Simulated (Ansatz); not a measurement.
# B2FH3OS: a nudged elastic band in two tries

Wanted: a band of images between two relaxed ends, and a check that the input is sound. SMILES of the start: BB(F)OS.

Method: RKS PBE-D4/def2-SVP, in Ansatz 0.2.0.

### 1 The structure to begin with

Bond lengths: B1–B2 1.703 Å, B2–F3 1.352 Å, B2–O4 1.362 Å, O4–S5 1.730 Å, B1–H6 1.217 Å, B1–H7 1.217 Å, S5–H8 1.369 Å. Angles: B1–B2–F3 122.7°, B1–B2–O4 117.3°, F3–B2–O4 120.0°, B2–B1–H6 121.6°, B2–B1–H7 121.8°, H6–B1–H7 116.6°, B2–O4–S5 123.5°, O4–S5–H8 97.6°.

Coordinates:

```xyz
8

B     1.2138    1.1765    0.2710
B    -0.0195    0.0045    0.1905
F    -0.6363   -0.4832    1.2899
O    -0.3761   -0.4431   -1.0453
S    -1.5963   -1.6402   -1.3130
H     2.3831    0.8633    0.3999
H     0.9710    2.3678    0.2112
H    -1.9396   -1.8455   -0.0042
```

### 2 First attempt

The input, input.yaml:

```yaml
crystal:
  periodic: [false, false, false]
  atoms:
    - { symbol: B, position_ang: [1.213772, 1.176507, 0.271049] }
    - { symbol: B, position_ang: [-0.019542, 0.004483, 0.190452] }
    - { symbol: F, position_ang: [-0.636322, -0.483237, 1.28992] }
    - { symbol: O, position_ang: [-0.376075, -0.443149, -1.04534] }
    - { symbol: S, position_ang: [-1.596305, -1.640215, -1.312971] }
    - { symbol: H, position_ang: [2.383108, 0.863338, 0.399926] }
    - { symbol: H, position_ang: [0.971001, 2.367813, 0.211193] }
    - { symbol: H, position_ang: [-1.939636, -1.845549, -0.004229] }
basis:
  gaussian: { orbitals: def2-SVP }
hamiltonian:
  xc: pbe
  dispersion: d4
neb:
  order_check: false
  images: 7
  f_tol: 0.05
  max_iterations: 8
  initial_path: idpp
  optimiser: fire
  climbing: immediate
  final_atoms:
    - { symbol: B, position_ang: [1.21359149, 1.17637694, 0.27115402] }
    - { symbol: B, position_ang: [-0.0199619, 0.00477884, 0.19162872] }
    - { symbol: F, position_ang: [-0.63763911, -0.48378593, 1.29028988] }
    - { symbol: O, position_ang: [-0.37573593, -0.44263949, -1.04451523] }
    - { symbol: S, position_ang: [-1.59485441, -1.64038579, -1.31310698] }
    - { symbol: H, position_ang: [0.97136269, 2.36769247, 0.20930341] }
    - { symbol: H, position_ang: [2.38277334, 0.86250209, 0.39987079] }
    - { symbol: H, position_ang: [-1.93953517, -1.84454812, -0.00462461] }
  spring: -5.0
```

On the command line:

```sh
ansatz run input.yaml --threads 1 --pin off --max-ram 2048MiB --backend cpu --events-out ev --progress --plain --runs-dir out
```

Q: Predict the outcome of this session. Wanted: first try.

**Answer**, as computed:

| quantity | value |
| --- | --- |
| first try | refused |
| cause | a negative spring would push the images apart instead of spacing them |

The fault in the first input was caught at the input check and cost nothing.
